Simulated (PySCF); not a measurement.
# AlCl4: the cost of one run

Computed with PySCF 2.14.0, with density-fitted response routines of our own, on a single molecule in the gas phase. Atoms are numbered from 0 throughout.

## Step 1: The starting structure

5 atoms, charge -1, multiplicity 1; geometry from: GFN2-xTB.

Bonds of the start (Å): Cl0–Al1 2.11, Al1–Cl2 2.11, Al1–Cl3 2.11, Al1–Cl4 2.11.

## Step 2: Relaxing the molecule at PBE0-D3(BJ)/def2-SVP

The job: settings as JSON, then the geometry in Å.

```
{"job": {"xc": "PBE0", "basis": "def2-SVP", "d3": "d3bj", "grid": 1, "kind": "geom"}, "charge": -1, "multiplicity": 1}
Cl    -1.657130    -0.393540    -1.252550
Al     0.000050    -0.000070    -0.000130
Cl    -0.018940     2.036730     0.566780
Cl     1.788690    -0.429400    -1.042130
Cl    -0.113120    -1.213300     1.727700
```

Q: Estimate the wall time of this first job on 4 threads of AMD EPYC 7R43 (Zen 3), shared host.

About 12 s.
